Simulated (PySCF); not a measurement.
# ZnS−: from the state search to spectroscopic constants

What are the lowest state that PBE0 finds, the bond length, vibrational wavenumber and bond energy of ZnS−, and how much do these hang on the method?

Computed with PySCF 2.14.0. Level: Zn def2-TZVPPD, S def2-TZVPPD, no relativity.

1 further run of the same task is left out (set aside as unsound or not needed).

## Step 1: Input

A driver script around PySCF takes these settings:

* atoms: Zn, S
* charge: -1
* basis: Zn def2-TZVPPD, S def2-TZVPPD
* Hamiltonian: no relativity
* basis functions: 118
* electrons treated: 47
* masses in u: 63.9291, 31.9721
* levels: PBE0, PBE, r²SCAN, M06-2X, M06-L, B2PLYP, r²SCAN0, TPSSh, CAM-B3LYP, HF, MP2, SCS-MP2
* grid: 80 radial by 434 angular points
* occupations: held fixed by the projection of orbital angular momentum
* dissociation limit: Zn + S−, each in its ground configuration
* starting distance in angstrom: 2.275
* values of 2S to try: 1, 3

On the command line:

```console
OMP_NUM_THREADS=2 python dia.py task.json out
```

Further steps of the session: The PBE0 curve of the state that the search chose; Higher solutions at PBE0; PBE; r²SCAN (meta-GGA); M06-2X (hybrid meta-GGA); M06-L (meta-GGA); B2PLYP (double hybrid); r²SCAN0 (hybrid meta-GGA); TPSSh; CAM-B3LYP (range-separated hybrid); UHF.

Before running it: what results should come out? Wanted: for each run, Re; ωe; De; μ.

As calculated:

Lowest PBE0 solution found, without spin–orbit coupling: ²Σ⁺ (doublet), unpaired electrons σ ↑. State 2 has its PBE0 minimum 1.00 eV higher. The other levels ran on the lowest alone.

| level | Re (Å) | ωe (cm⁻¹) | De (eV) | μ (D) |
| --- | --- | --- | --- | --- |
| UHF | 2.158 | 406 | 1.06 | -4.96 |
| UHF-MP2 | 2.116 | 421 | 1.89 | n/a |
| UHF-SCS-MP2 | 2.133 | 412 | 1.64 | n/a |
| PBE | 2.150 | 383 | 1.79 | -3.52 |
| r²SCAN | 2.121 | 410 | 1.96 | -3.67 |
| M06-L | 2.140 | 381 | 1.69 | -3.39 |
| TPSSh | 2.138 | 395 | 1.79 | -3.72 |
| PBE0 | 2.135 | 401 | 1.76 | -3.87 |
| r²SCAN0 | 2.120 | 415 | 1.85 | -4.00 |
| M06-2X | 2.174 | 387 | 1.73 | -4.25 |
| CAM-B3LYP | 2.136 | 393 | 1.47 | -4.08 |
| B2PLYP | 2.147 | 393 | 1.60 | -4.27 |

De is counted to Zn + S− in their ground configurations. A positive dipole points from Zn to S; in an ion it is taken about the centre of mass and does not tell which atom is negative.

The methods spread over 0.059 Å in bond length, from UHF-MP2 to M06-2X. Of the levels with a De here, UHF gives the least (1.06 eV) and r²SCAN the most (1.96 eV).

Correlated steps freeze 10 core orbitals. B2PLYP dipoles, levels and charges come from its SCF part alone. With some functionals the highest level of the anion is positive, from self-interaction error or because the anion is truly unbound there; the finite basis then holds the extra electron, and no neutral molecule was run to test the binding.
